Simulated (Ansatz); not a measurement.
**CH6ClO2ScSi: ionisation energy by level of theory**

The task here is to estimate one member of a computed series from the others.

Computed with Ansatz 0.2.0, Gaussian basis. Level: unrestricted cation, the program's frozen cores in correlated methods.

Plan: UKS PBE-D4/def2-TZVPP; UKS r2SCAN-D4/def2-TZVPP; UKS PBE0-D4/def2-TZVPP; UKS B3LYP-D4/def2-TZVPP; UKS wB97X-V/def2-TZVPP; UKS wB97M-V/def2-TZVPP; UKS B2PLYP/def2-TZVPP; UHF-CCSD(T)/def2-TZVPP; UHF-MP2/def2-QZVPP; extrapolation to the limit; then −ε(HOMO) from the neutral's earlier runs with LDA (SPW92), PBE-D4, revPBE-D4, BLYP-D4, r2SCAN-D4, B97M-V, PBE0-D4, B3LYP-D4, r2SCANh-D4, r2SCAN0-D4, HSE06-D4, BHLYP-D4, CAM-B3LYP-D4, LC-ωPBE, ωB97X-V, ωB97M-V.

### The relaxed structure

All runs share one geometry, relaxed beforehand with PBE0-D4 in a triple-zeta def2 set.

SMILES `C[O][Sc]([Cl])[O][SiH3]`, 12 atoms, charge 0, spin multiplicity 1.

Atoms are counted from 1 here; the program's logs count them from 0.

Bond lengths: C1–O2 1.390 Å, C1–H7 1.096 Å, C1–H8 1.095 Å, C1–H9 1.095 Å, O2–Sc3 1.837 Å, Sc3–Cl4 2.322 Å, Sc3–O5 1.880 Å, O5–Si6 1.632 Å, Si6–H10 1.488 Å, Si6–H11 1.489 Å, Si6–H12 1.489 Å. Angles: O2–C1–H7 111.0°, O2–C1–H8 110.5°, O2–C1–H9 110.5°, H7–C1–H8 108.4°, H7–C1–H9 108.4°, H8–C1–H9 108.0°, C1–O2–Sc3 175.5°, O2–Sc3–Cl4 120.7°, O2–Sc3–O5 118.2°, Cl4–Sc3–O5 121.0°, Sc3–O5–Si6 176.5°, O5–Si6–H10 110.6°, O5–Si6–H11 110.2°, O5–Si6–H12 110.2°, H10–Si6–H11 108.7°, H10–Si6–H12 108.6°, H11–Si6–H12 108.6°.

Coordinates:

```mol
CH6ClO2ScSi
  3D, bonds by distance, orders not assigned

 12 11  0  0  0  0  0  0  0  0999 V2000
   -2.2862    1.5611    0.7070 C   0  0
   -1.4889    0.4244    0.7683 O   0  0
   -0.3460   -1.0135    0.7548 Sc  0  0
   -0.7978   -2.9012    2.0300 Cl  0  0
    1.1948   -0.9157   -0.3183 O   0  0
    2.5038   -0.7397   -1.2767 Si  0  0
   -1.8690    2.2951    0.0089 H   0  0
   -3.2973    1.3036    0.3739 H   0  0
   -2.3640    2.0293    1.6941 H   0  0
    3.3446   -1.9664   -1.2431 H   0  0
    3.3250    0.4138   -0.8166 H   0  0
    2.0809   -0.4908   -2.6823 H   0  0
  1  2  8  0
  2  3  8  0
  3  4  8  0
  3  5  8  0
  5  6  8  0
  1  7  8  0
  1  8  8  0
  1  9  8  0
  6 10  8  0
  6 11  8  0
  6 12  8  0
M  END
```

The first run:

File in.yaml:

```yaml
crystal:
  periodic: [false, false, false]
  atoms:
    - {symbol: C, position_ang: [-2.286176, 1.561080, 0.707011]}
    - {symbol: O, position_ang: [-1.488885, 0.424447, 0.768309]}
    - {symbol: Sc, position_ang: [-0.346032, -1.013530, 0.754825]}
    - {symbol: Cl, position_ang: [-0.797833, -2.901190, 2.030005]}
    - {symbol: O, position_ang: [1.194843, -0.915671, -0.318312]}
    - {symbol: Si, position_ang: [2.503787, -0.739699, -1.276687]}
    - {symbol: H, position_ang: [-1.868971, 2.295139, 0.008875]}
    - {symbol: H, position_ang: [-3.297273, 1.303601, 0.373862]}
    - {symbol: H, position_ang: [-2.363982, 2.029319, 1.694089]}
    - {symbol: H, position_ang: [3.344624, -1.966433, -1.243101]}
    - {symbol: H, position_ang: [3.324953, 0.413751, -0.816590]}
    - {symbol: H, position_ang: [2.080934, -0.490824, -2.682286]}
basis:
  gaussian: {orbitals: def2-TZVPP}
total_charge: 1
magnetization: {spin_polarized: true, initial_magnetization: 1}
hamiltonian: {xc: pbe, dispersion: d4}
```

The run is started by

```bash
> ansatz run in.yaml --threads 2 --pin off --events-out ev --progress --plain --max-ram 32768MiB --backend cuda --devices 0, --max-vram 18GiB
```

Among the steps run: Cation, UKS PBE-D4/def2-TZVPP; Cation, UKS r2SCAN-D4/def2-TZVPP; Cation, UKS PBE0-D4/def2-TZVPP; Cation, UKS B3LYP-D4/def2-TZVPP; Cation, UKS wB97X-V/def2-TZVPP; Cation, UKS wB97M-V/def2-TZVPP; Cation, UKS B2PLYP (frozen core)/def2-TZVPP; Cation, UHF-CCSD(T)/def2-TZVPP; Cation, UHF-MP2/def2-QZVPP.

One of the session's tables, all rows but one given; the rest of the session is left out.

It belongs to the step «Ionisation energies side by side». For comparison, −ε(HOMO) of the neutral from earlier runs:

| functional | −ε(HOMO) (eV) |
| --- | --- |
| LDA (SPW92) | 6.97 |
| PBE-D4 | 6.82 |
| revPBE-D4 | 6.77 |
| BLYP-D4 | 6.72 |
| r2SCAN-D4 | 7.15 |
| B97M-V | 7.26 |
| PBE0-D4 | 8.29 |
| B3LYP-D4 | 8.05 |
| r2SCANh-D4 | 7.70 |
| r2SCAN0-D4 | 8.52 |
| HSE06-D4 | 7.89 |
| BHLYP-D4 | ? |
| CAM-B3LYP-D4 | 9.70 |
| LC-ωPBE | 11.05 |
| ωB97X-V | 10.71 |
| ωB97M-V | 10.61 |

**Question.** Estimate the row for BHLYP-D4.

Worked estimate for «−ε(HOMO) (eV)». Against the share of exact exchange, BLYP-D4 (0, 6.72), B3LYP-D4 (0.2, 8.05) give a slope of 6.65 per unit share; at 0.5 the line stands at 10.04.

As computed: −ε(HOMO) (eV): 9.66. In «−ε(HOMO) (eV)» the line misses by +0.38.
